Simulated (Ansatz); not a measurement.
# Ga3H+ (doublet): the correlation ladder, cc-pVTZ

An exercise on one series of results from a longer session: the logs are not shown, and one member is left open.

Computed with Ansatz 0.2.0, Gaussian basis. Level: cc-pVTZ, core rule «outside noble gas», up to 42 orbitals frozen.

Plan: UHF; CCSD(T) on ROHF; CCSD(T) on UHF; BCCD(T) on ROHF; CCSDT(Q) on ROHF; CCSDT(Q) on UHF; CASSCF and NEVPT2, 9 electrons in 13 orbitals.

4 further runs of the same task are left out: 4 set aside as unsound or not needed. Runs told in other sessions of the task aren't counted.

## The system

The geometry is a PBE0/def2-TZVP stationary point (not a proven minimum) of the parent state, kept for this charge and spin. No spin-orbit coupling is included. The filled d shell of Ga may be among the frozen orbitals whatever the setting's name suggests.

4 atoms, charge 1, spin multiplicity 2.

Atoms are counted from 1 here; the program's logs count them from 0.

Bond lengths: Ga1–Ga2 2.697 Å, Ga2–Ga3 2.697 Å, Ga2–H4 1.627 Å. Angles: Ga1–Ga2–Ga3 148.6°, Ga1–Ga2–H4 105.7°, Ga3–Ga2–H4 105.7°.

Set-up of the first run:

Contents of in.yaml:

```yaml
crystal:
  periodic: [false, false, false]
  atoms:
    - {symbol: Ga, position_ang: [0.000000, -0.253168, -2.596600]}
    - {symbol: Ga, position_ang: [0.000000, 0.475932, 0.000000]}
    - {symbol: Ga, position_ang: [0.000000, -0.253168, 2.596600]}
    - {symbol: H, position_ang: [0.000000, 2.103232, 0.000000]}
basis:
  gaussian: {orbitals: cc-pVTZ}
total_charge: 1
magnetization: {spin_polarized: true, initial_magnetization: 1}
hamiltonian: {xc: hf}
output: {orbitals: {seedname: orbitals}}
```

Run with:

```
ansatz run in.yaml --threads 1 --pin off --events-out ev --progress --plain --max-ram 2816MiB --backend cpu
```

Steps of the session up to this table: UHF; CCSD(T) on ROHF; CCSD(T) on UHF; BCCD(T) on ROHF; CCSDT(Q) on ROHF; CCSDT(Q) on UHF; CASSCF and NEVPT2, 9 electrons in 13 orbitals.

One of the session's tables, all rows but one given; the rest of the session is left out.

```
        method  from UCCSDT(Q) (kJ/mol)
          ROHF                   +511.5
           UHF                   +480.1
          RMP2                   +121.2
          UMP2                   +128.8
         RCCSD                    +22.8
         UCCSD                    +21.4
      RCCSD(T)                     +5.0
      UCCSD(T)                     +5.1
       BCCD(T)                     +5.3
        RCCSDT                     +1.5
        UCCSDT                        ?
     RCCSDT(Q)                     +0.4
     UCCSDT(Q)                        0
CASSCF valence                   +236.6
NEVPT2 valence                    +58.6
```

**Question.** Estimate the row for UCCSDT.

As computed: from UCCSDT(Q) (kJ/mol): +1.0. In the column «from UCCSDT(Q) (kJ/mol)» it lies between RCCSDT(Q) (+0.4) and RCCSDT (+1.5).

Limits of these values: Restricted and unrestricted rows rest on different reference determinants; a gap between their highest levels can come from leftover correlation error, from unlike frozen cores or from another state.
